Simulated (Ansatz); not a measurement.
# AlBrH3OSi radical: up Jacob's ladder to CCSD(T)

An exercise on one series of results from a longer session: the logs are not shown, and one member is left open.

Method: functionals in def2-TZVPP, the program's frozen cores in correlated methods; program: Ansatz 0.2.0, Gaussian basis.

The runs, in order: LDA (SPW92), PBE-D4, revPBE-D4, BLYP-D4, r2SCAN-D4, B97M-V, PBE0-D4, B3LYP-D4, r2SCANh-D4, r2SCAN0-D4, HSE06-D4, BHLYP-D4, CAM-B3LYP-D4, LC-ωPBE, ωB97X-V, ωB97M-V, B2PLYP, PBE-QIDH; CCSD(T)/def2-SVP; CCSD(T)/def2-TZVPP; MP2/def2-QZVPP; extrapolation to the limit; RPA on PBE.

## Structure used throughout

The geometry comes from an earlier relaxation with PBE0-D4 in a triple-zeta def2 set; it is a stationary point, not always the lowest conformer.

7 atoms, charge 0, spin multiplicity 2.

Atoms are counted from 1 here; the program's logs count them from 0.

Bond lengths: Si1–O2 1.631 Å, Si1–H5 1.486 Å, Si1–H6 1.486 Å, Si1–H7 1.486 Å, O2–Al3 1.676 Å, Al3–Br4 2.275 Å. Angles: O2–Si1–H5 110.2°, O2–Si1–H6 109.6°, O2–Si1–H7 109.6°, H5–Si1–H6 109.1°, H5–Si1–H7 109.1°, H6–Si1–H7 109.1°, Si1–O2–Al3 175.4°, O2–Al3–Br4 119.4°.

The first run:

Input file in.yaml:

```yaml
crystal:
  periodic: [false, false, false]
  atoms:
    - {symbol: Si, position_ang: [0.219735, 1.113727, 0.067150]}
    - {symbol: O, position_ang: [0.164805, -0.487228, 0.371472]}
    - {symbol: Al, position_ang: [0.042756, -2.146668, 0.568374]}
    - {symbol: Br, position_ang: [-1.082061, -3.376064, -0.980821]}
    - {symbol: H, position_ang: [-0.507939, 1.422896, -1.190979]}
    - {symbol: H, position_ang: [-0.410472, 1.857374, 1.188847]}
    - {symbol: H, position_ang: [1.634375, 1.547965, -0.069543]}
basis:
  gaussian: {orbitals: def2-TZVPP}
magnetization: {spin_polarized: true, initial_magnetization: 1}
hamiltonian: {xc: lda}
output: {orbitals: {seedname: orbitals}}
```

Started as:

```
ansatz run in.yaml --threads 4 --pin off --events-out ev --progress --plain --max-ram 10444MiB
```

Steps of the session up to this table: LDA; PBE-D4 (GGA); revPBE-D4 (GGA); BLYP-D4 (GGA); r2SCAN-D4 (meta-GGA); B97M-V (meta-GGA); B3LYP-D4 (hybrid); r2SCANh-D4 (hybrid); r2SCAN0-D4 (hybrid); HSE06-D4 (hybrid); BHLYP-D4 (hybrid); CAM-B3LYP-D4 (range-separated); LC-ωPBE (range-separated); ωB97X-V (range-separated); ωB97M-V (range-separated); B2PLYP (double hybrid); PBE-QIDH (double hybrid).

One table of the session follows, with a row left open; its other results are not shown here.

It belongs to the step «Frontier levels by functional». 

| functional | HOMO (eV) | LUMO (eV) | gap (eV) |
| --- | --- | --- | --- |
| LDA (SPW92) | -5.44 | -4.26 | 1.18 |
| PBE-D4 | -5.41 | -3.90 | 1.51 |
| revPBE-D4 | -5.39 | -3.74 | 1.65 |
| BLYP-D4 | -5.20 | -3.91 | 1.30 |
| r2SCAN-D4 | -5.71 | -3.39 | 2.32 |
| B97M-V | -5.40 | -4.34 | 1.06 |
| PBE0-D4 | -6.44 | -3.06 | 3.37 |
| B3LYP-D4 | -6.18 | -3.43 | 2.75 |
| r2SCANh-D4 | -6.08 | -3.16 | 2.92 |
| r2SCAN0-D4 | -6.64 | -2.82 | 3.82 |
| HSE06-D4 | -6.04 | -3.44 | 2.60 |
| BHLYP-D4 | -7.26 | -2.38 | 4.88 |
| CAM-B3LYP-D4 | -7.59 | -2.28 | 5.31 |
| LC-ωPBE | ? | ? | ? |
| ωB97X-V | -8.47 | -1.40 | 7.07 |
| ωB97M-V | -8.10 | -1.67 | 6.44 |

Q: Estimate the row for LC-ωPBE from the others.

The run gave: HOMO (eV): -8.94; LUMO (eV): -0.89; gap (eV): 8.04. In the column «HOMO (eV)» it is the lowest.
